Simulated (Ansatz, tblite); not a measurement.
# Trans-NiH2(PH3)2 (NiP₂H₈): removing and adding an electron

One table from this session's results is given with a row withheld; the runs are named, their logs left out.

Program: Ansatz 0.2.0, Gaussian basis. Level of theory: as each input shows. These are calculated values, not measurements.

The runs, in order: charge +1 doublet, at the geometry of the singlet (PBE0-D4/def2-TZVP, PBE-D4/def2-TZVP, r2SCAN-D4/def2-TZVP, PBE-QIDH/def2-TZVP, B97M-V/def2-TZVP, ωB97X-V/def2-TZVP, HSE06-D4/def2-TZVP, r2SCANh-D4/def2-TZVP); charge -1 doublet, at the geometry of the singlet (PBE0-D4/def2-TZVPD, PBE-D4/def2-TZVPD, r2SCAN-D4/def2-TZVPD); charge -1 doublet, relaxed (PBE0-D4/def2-TZVPD, PBE-D4/def2-TZVPD); the starting singlet's energies come from earlier runs.

16 further runs of the same task are left out: 16 that didn't finish.

## The geometry

The geometry is that of the singlet, from an earlier relaxation (PBE-D4/def2-SVP).

11 atoms, charge 0, spin multiplicity 1.

Atoms are counted from 1 here; the program's logs count them from 0.

Bond lengths: Ni1–H2 1.509 Å, Ni1–P3 2.091 Å, Ni1–H7 1.526 Å, Ni1–P8 2.091 Å, P3–H4 1.436 Å, P3–H5 1.436 Å, P3–H6 1.437 Å, P8–H9 1.436 Å, P8–H10 1.436 Å, P8–H11 1.437 Å. Angles: H2–Ni1–P3 94.0°, H2–Ni1–H7 180.0°, H2–Ni1–P8 94.0°, P3–Ni1–H7 86.0°, P3–Ni1–P8 172.1°, H7–Ni1–P8 86.0°, Ni1–P3–H4 118.0°, Ni1–P3–H5 117.7°, Ni1–P3–H6 125.7°, H4–P3–H5 96.4°, H4–P3–H6 96.5°, H5–P3–H6 96.5°, Ni1–P8–H9 118.0°, Ni1–P8–H10 117.7°, Ni1–P8–H11 125.7°, H9–P8–H10 96.4°, H9–P8–H11 96.5°, H10–P8–H11 96.5°.

Formally the metal is d8. No spin-orbit coupling is included.

The first run:

in.yaml reads:

```yaml
crystal:
  periodic: [false, false, false]
  atoms:
    - {symbol: Ni, position_ang: [0.169966, 0.000378, -0.000946]}
    - {symbol: H, position_ang: [1.678880, 0.003530, 0.005195]}
    - {symbol: P, position_ang: [0.021043, 2.085713, 0.020086]}
    - {symbol: H, position_ang: [-0.728955, 2.696974, 1.080559]}
    - {symbol: H, position_ang: [-0.685277, 2.716030, -1.059201]}
    - {symbol: H, position_ang: [1.124596, 3.005745, 0.050785]}
    - {symbol: H, position_ang: [-1.356234, -0.002992, -0.007934]}
    - {symbol: P, position_ang: [0.029940, -2.085566, -0.019365]}
    - {symbol: H, position_ang: [-0.703448, -2.702684, -1.088083]}
    - {symbol: H, position_ang: [-0.688109, -2.716015, 1.052048]}
    - {symbol: H, position_ang: [1.137577, -3.001102, -0.033143]}
basis:
  gaussian: {orbitals: def2-SVP}
total_charge: 1
magnetization: {spin_polarized: true, initial_magnetization: 1}
hamiltonian: {xc: pbe0, dispersion: d4}
output: {orbitals: {seedname: orbitals}}
```

Run with:

```bash
ansatz run in.yaml --threads 2 --pin off --events-out ev --progress --plain --max-ram 4352MiB
```

Steps of the session up to this table: Charge +1 doublet at the fixed geometry, first pass, PBE0-D4/def2-SVP; Charge +1 doublet at the fixed geometry, PBE0-D4/def2-TZVP; Charge +1 doublet at the fixed geometry, PBE-D4/def2-TZVP; Charge +1 doublet at the fixed geometry, r2SCAN-D4/def2-TZVP; Charge +1 doublet at the fixed geometry, PBE-QIDH/def2-TZVP; Charge +1 doublet at the fixed geometry, B97M-V/def2-TZVP; Charge +1 doublet at the fixed geometry, ωB97X-V/def2-TZVP; Charge +1 doublet at the fixed geometry, HSE06-D4/def2-TZVP; Charge +1 doublet at the fixed geometry, r2SCANh-D4/def2-TZVP.

One table of the session follows, with a row left open; its other results are not shown here.

```
               level  −ε(HOMO) (eV)  by difference (eV)
    PBE-D4/def2-TZVP           4.60                8.14
 r2SCAN-D4/def2-TZVP           4.68                7.79
    B97M-V/def2-TZVP              ?                   ?
r2SCANh-D4/def2-TZVP           5.39                7.58
   PBE0-D4/def2-TZVP           6.38                7.56
  HSE06-D4/def2-TZVP           5.97                7.55
   ωB97X-V/def2-TZVP           8.88                7.66
```

Q: Estimate the row for B97M-V/def2-TZVP from the others.

As computed: −ε(HOMO) (eV): 4.83; by difference (eV): 7.78. In the column «−ε(HOMO) (eV)» it lies between r2SCAN-D4/def2-TZVP (4.68) and r2SCANh-D4/def2-TZVP (5.39).
